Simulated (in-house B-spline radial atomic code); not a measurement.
**Pb⁺: excited configurations**

Wanted: excitation energies of Pb⁺ as differences of total energies (ΔSCF).

Program: in-house B-spline radial atomic code version 1. Level of theory: Dirac-Hartree-Fock, average of configuration, Fermi nucleus, basis-set limit. These are calculated values, not measurements, unless marked.

### Step 1. What is computed

- element: lead (Z = 82)
- charge: +1
- electrons: 81
- configuration: [Xe] 4f14 5d10 6s2 6p1
- Hamiltonian: Dirac-Coulomb
- nucleus: Fermi, rms radius 5.501 fm

Outer shells as boxes (Hund's rule):

[Xe] 4f14 5d10 6s2 6p1
```
[Xe] core
4f [↑↓][↑↓][↑↓][↑↓][↑↓][↑↓][↑↓]
5d [↑↓][↑↓][↑↓][↑↓][↑↓]
6s [↑↓]
6p [↑ ][  ][  ]
```

The boxes draw the filling by Hund's rule, which heavy ions in jj coupling don't follow; these runs average over all states of the configuration.

Settings, as recorded:

```ini
Z = 82
electrons = 81.0
configuration = [Xe] 4f14 5d10 6s2 6p1
hamiltonian = dirac
method = hf
spin_polarised = False
nucleus = fermi
rms_radius = 5.5012
mass_number = 208
atomic_mass = 207.976652005
speed_of_light = 137.035999084
```

From the earlier run of the reference: total energy -20913.476575 hartree. Levels, eight at most:

```
orbital  occupation  energy (eV)  <r> (bohr)
  4f7/2           8      -163.95      0.4551
  5p1/2           2      -128.53      0.9248
  5p3/2           4      -105.51       1.011
  5d3/2           4      -38.685       1.260
  5d5/2           6      -35.899       1.307
  6s1/2           2      -22.340       2.311
  6p1/2    0.333333      -14.574       2.833
  6p3/2    0.666667      -12.816       3.141
```

### Step 2. Run with [Kr] 4d10 4f14 5s2 5p5 5d10 6s2 6p1 6f1

Settings, as recorded:

```ini
Z = 82
electrons = 81.0
configuration = [Kr] 4d10 4f14 5s2 5p5 5d10 6s2 6p1 6f1
hamiltonian = dirac
method = hf
spin_polarised = False
nucleus = fermi
rms_radius = 5.5012
mass_number = 208
atomic_mass = 207.976652005
speed_of_light = 137.035999084
```

### Step 3. [Xe] 4f14 5d10 5g1 6s2

Settings: those of step 2 with these lines changed.

```diff
@@ -2,3 +2,3 @@
 electrons = 81.0
-configuration = [Kr] 4d10 4f14 5s2 5p5 5d10 6s2 6p1 6f1
+configuration = [Xe] 4f14 5d10 5g1 6s2
 hamiltonian = dirac
```

### Step 4. Configuration [Xe] 4f13 5d10 6s2 6p1 9f1

Settings: those of step 3 with these lines changed.

```diff
@@ -2,3 +2,3 @@
 electrons = 81.0
-configuration = [Xe] 4f14 5d10 5g1 6s2
+configuration = [Xe] 4f13 5d10 6s2 6p1 9f1
 hamiltonian = dirac
```

### Step 5. Configuration [Kr] 4d10 4f14 5s2 5p5 5d10 6s2 6p1 9f1

Settings: those of step 4 with these lines changed.

```diff
@@ -2,3 +2,3 @@
 electrons = 81.0
-configuration = [Xe] 4f13 5d10 6s2 6p1 9f1
+configuration = [Kr] 4d10 4f14 5s2 5p5 5d10 6s2 6p1 9f1
 hamiltonian = dirac
```

### Step 6. Run with [Kr] 4d9 4f14 5s2 5p6 5d10 6s2 6p1 9f1

Settings: those of step 5 with these lines changed.

```diff
@@ -2,3 +2,3 @@
 electrons = 81.0
-configuration = [Kr] 4d10 4f14 5s2 5p5 5d10 6s2 6p1 9f1
+configuration = [Kr] 4d9 4f14 5s2 5p6 5d10 6s2 6p1 9f1
 hamiltonian = dirac
```

### Step 7. Run with [Kr] 4d9 4f14 5s2 5p6 5d10 6s2 6p1 9s1

Settings: those of step 6 with these lines changed.

```diff
@@ -2,3 +2,3 @@
 electrons = 81.0
-configuration = [Kr] 4d9 4f14 5s2 5p6 5d10 6s2 6p1 9f1
+configuration = [Kr] 4d9 4f14 5s2 5p6 5d10 6s2 6p1 9s1
 hamiltonian = dirac
```

How far above the reference does each configuration lie (order and size, in eV)?

The runs gave:

| net move | configuration | energy above the reference (eV) | with Breit, QED, recoil (eV) | largest <r> (bohr) |
| --- | --- | --- | --- | --- |
| 6p → 5g | [Xe] 4f14 5d10 5g1 6s2 | 11.051 | 11.040 | 13.7 |
| 5p → 6f | [Kr] 4d10 4f14 5s2 5p5 5d10 6s2 6p1 6f1 | 107.25 | 107.04 | 15.1 |
| 5p → 9f | [Kr] 4d10 4f14 5s2 5p5 5d10 6s2 6p1 9f1 | 108.62 | 108.40 | 43.8 |
| 4f → 9f | [Xe] 4f13 5d10 6s2 6p1 9f1 | 152.88 | 153.22 | 43.9 |
| 4d → 9s | [Kr] 4d9 4f14 5s2 5p6 5d10 6s2 6p1 9s1 | 438.98 | 438.62 | 16.8 |
| 4d → 9f | [Kr] 4d9 4f14 5s2 5p6 5d10 6s2 6p1 9f1 | 440.56 | 440.19 | 43.9 |

Quantum defects of the promoted electron, δ = n − ζ/√(−2ε) with ζ = 2 and ε its orbital energy in hartree:

| promotion | δ |
| --- | --- |
| 5p → 9f | 1.086 |
| 4f → 9f | 1.082 |
| 4d → 9s | 4.282 |
| 4d → 9f | 1.082 |

What this shows: The lowest of them is 6p → 5g at 11.051 eV and the highest 4d → 9f at 440.56 eV. Koopmans' estimate of the ionisation threshold is 12.816 eV; 5 configurations exceed it by over 2 % and could autoionise. Of those tabulated, the defect is largest for 9s (4.28) and least for 9f (1.08): low angular momentum penetrates the core, high angular momentum stays outside it. Two partly filled shells share a symmetry and can mix in the average, which may lower the energy, for: 5p → 6f; 5p → 9f; 4f → 9f. These are averages over configurations, without correlation, not spectroscopic levels.
